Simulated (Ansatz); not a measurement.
## Molecular dynamics of Be

The input (input.yaml):

```yaml
crystal:
  lattice:
    - [7.197627, 0.0, 0.0]
    - [-3.598814, 6.233328, 0.0]
    - [0.0, 0.0, 7.519121]
  atoms:
    - { symbol: Be, position: [-0.00232361, 0.0541593, -0.10918598] }
    - { symbol: Be, position: [0.09885198, 0.31610987, 0.12018365] }
    - { symbol: Be, position: [0.0690975, 0.09825707, 0.42446037] }
    - { symbol: Be, position: [0.12023971, 0.3088676, 0.7923009] }
    - { symbol: Be, position: [0.04221011, 0.54000672, -0.01593275] }
    - { symbol: Be, position: [0.24490198, 0.81511881, 0.19232755] }
    - { symbol: Be, position: [-0.02452836, 0.46009214, 0.3022458] }
    - { symbol: Be, position: [-0.02090627, 0.49496868, 0.61610563] }
    - { symbol: Be, position: [0.04043958, 0.77732522, -0.03776195] }
    - { symbol: Be, position: [0.24153305, 1.10161979, 0.19067162] }
    - { symbol: Be, position: [0.0455209, 0.7990359, 0.47362918] }
    - { symbol: Be, position: [0.14294843, 0.95528061, 0.66716727] }
    - { symbol: Be, position: [0.4276322, 0.09473417, -0.04891341] }
    - { symbol: Be, position: [0.52838829, 0.44545358, 0.10346038] }
    - { symbol: Be, position: [0.37197851, 0.06815165, 0.46093479] }
    - { symbol: Be, position: [0.42594615, 0.29339479, 0.67833901] }
    - { symbol: Be, position: [0.59398546, 0.63468554, -0.07586883] }
    - { symbol: Be, position: [0.45389778, 0.69473724, 0.20128419] }
    - { symbol: Be, position: [0.40831145, 0.41401065, 0.42730921] }
    - { symbol: Be, position: [0.30544143, 0.60737687, 0.68843074] }
    - { symbol: Be, position: [0.29664662, 0.55992733, -0.06018173] }
    - { symbol: Be, position: [0.53164411, 1.0272164, 0.23573518] }
    - { symbol: Be, position: [0.52490959, 0.78027015, 0.47401057] }
    - { symbol: Be, position: [0.42709771, 0.99149775, 0.68280616] }
    - { symbol: Be, position: [0.86490661, 0.21834331, -0.01989159] }
    - { symbol: Be, position: [0.7062786, 0.25590322, 0.20179327] }
    - { symbol: Be, position: [0.75986737, 0.15251229, 0.45748988] }
    - { symbol: Be, position: [0.76637618, 0.20101317, 0.68649641] }
    - { symbol: Be, position: [0.6952761, 0.44475166, -0.11085294] }
    - { symbol: Be, position: [0.87854046, 0.59062727, 0.15334475] }
    - { symbol: Be, position: [0.67491067, 0.37014484, 0.50854438] }
    - { symbol: Be, position: [0.7419101, 0.60026184, 0.68986757] }
    - { symbol: Be, position: [0.55148574, 0.90183459, -0.019199] }
    - { symbol: Be, position: [0.80739017, 1.02500059, 0.24340542] }
    - { symbol: Be, position: [0.75021095, 0.73667159, 0.37595567] }
    - { symbol: Be, position: [0.77219737, 0.943188, 0.67463473] }
basis:
  ecutwfc: 420.0
kpoints:
  mp_grid: { grid: [2, 2, 2] }
hamiltonian:
  xc: lda
scf:
  occupations: { method: fermi_dirac, width: 0.36 }
  lower_state_search: "off"
md:
  timestep: 0.75
  n_steps: 160
  ensemble: nvt_langevin
  temperature: 3360.0
  initial_velocities: maxwell_boltzmann
  seed: 734290
  friction: 0.02
  temperature_schedule:
    - { n_steps: 120, end_temperature: 300.0 }
    - { n_steps: 40, end_temperature: 300.0 }
```

Command:

```bash
$ ansatz run input.yaml --threads 1 --pin off --max-ram 3072MiB --backend cpu --events-out ev --progress --plain --runs-dir out
```

It goes on from the last frame of an earlier run, with new velocities.

Output, in part (step lines):

```
md step     0: t =     0.00 fs  T =  3266.7 K (target 3360.0 K)  F+E_penalty+E_count = -3151.80923477 eV  E_kin = 15.200976 eV  (7 SCF iters)
md step     1: t =     0.75 fs  T =  3172.1 K (target 3347.2 K)  F+E_penalty+E_count = -3152.25455508 eV  E_kin = 14.761111 eV  (6 SCF iters)
md step     2: t =     1.50 fs  T =  3136.0 K (target 3321.8 K)  F+E_penalty+E_count = -3152.79549856 eV  E_kin = 14.592808 eV  (6 SCF iters)
md step     3: t =     2.25 fs  T =  3241.7 K (target 3296.2 K)  F+E_penalty+E_count = -3153.40524304 eV  E_kin = 15.084835 eV  (6 SCF iters)
md step     4: t =     3.00 fs  T =  3390.1 K (target 3270.8 K)  F+E_penalty+E_count = -3153.99539605 eV  E_kin = 15.775396 eV  (6 SCF iters)
md step     5: t =     3.75 fs  T =  3391.2 K (target 3245.2 K)  F+E_penalty+E_count = -3154.50878342 eV  E_kin = 15.780300 eV  (5 SCF iters)
md step     6: t =     4.50 fs  T =  3582.9 K (target 3219.8 K)  F+E_penalty+E_count = -3154.95726662 eV  E_kin = 16.672588 eV  (5 SCF iters)
md step     7: t =     5.25 fs  T =  3598.4 K (target 3194.2 K)  F+E_penalty+E_count = -3155.29632585 eV  E_kin = 16.744650 eV  (5 SCF iters)
[... lines left out ...]
```

The steps, from the saved trajectory:

```csv
time (fs),T (K),potential energy less start (eV)
0.0,3267,0.000
3.8,3391,-2.700
7.5,3427,-3.857
11.2,3129,-3.066
15.0,2789,-1.404
18.8,2431,-0.830
22.5,2800,-2.440
26.2,2860,-4.100
30.0,2635,-4.382
33.8,2645,-3.982
37.5,2584,-4.171
41.2,2683,-4.633
45.0,2544,-4.422
48.8,2452,-4.361
52.5,2655,-5.148
56.2,2577,-5.631
60.0,2530,-5.631
63.8,2234,-5.645
67.5,1976,-5.840
71.2,1812,-5.965
75.0,1599,-6.094
78.8,1342,-6.393
82.5,1284,-6.718
86.2,1231,-7.027
90.0,1279,-7.627
93.8,1311,-8.222
97.5,1213,-8.373
101.2,1073,-8.115
105.0,946,-8.039
108.8,1007,-8.683
112.5,1077,-9.395
116.2,938,-9.636
120.0,876,-9.803
```

All steps were run. The schedule's set-point averaged 558 K over the second half and the system 1377 K, so it lags behind the ramp. A run of 0.12 ps of so small a system gives no equilibrium averages. Limits of this set-up: coarse k mesh.

Mean squared displacements from the first frame to the last, about the centre of mass: Be 0.90 Å².

Last frame:

```xyz
36
Lattice="7.1976 0.0000 0.0000 -3.5988 6.2333 0.0000 0.0000 0.0000 7.5191" Properties=species:S:1:pos:R:3
Be -0.232 -0.069 -0.072
Be -0.159 1.945 0.809
Be -0.330 0.717 3.415
Be 0.230 2.653 5.504
Be -1.606 3.003 -0.457
Be -0.582 4.174 1.240
Be -1.077 2.921 3.169
Be -1.381 4.111 5.169
Be -2.119 5.202 -0.559
Be -2.046 6.477 1.354
Be -2.766 5.039 3.353
Be -3.079 6.581 5.362
Be 1.704 1.200 -0.513
Be 2.684 2.580 0.839
Be 1.809 0.620 3.490
Be 2.108 2.177 5.062
Be 3.095 4.572 -1.163
Be 1.543 4.371 0.897
Be 1.347 2.866 2.538
Be 1.246 4.187 5.098
Be -0.197 4.545 -0.804
Be -0.324 7.419 2.056
Be -0.318 5.324 3.223
Be -0.296 6.573 5.402
Be 4.858 -0.522 -0.803
Be 5.036 2.213 1.319
Be 4.646 1.054 3.580
Be 5.575 1.640 5.167
Be 3.652 2.171 -1.019
Be 4.022 4.514 1.015
Be 3.597 3.051 2.557
Be 3.564 3.753 4.537
Be -0.502 6.551 0.323
Be 1.327 6.088 1.624
Be 2.449 4.706 2.799
Be 2.067 5.819 4.853
```

Run time: 10 min on 1 thread of Intel(R) Xeon(R) 6975P-C (Granite Rapids) (shared host), peak memory 0.7 GiB.
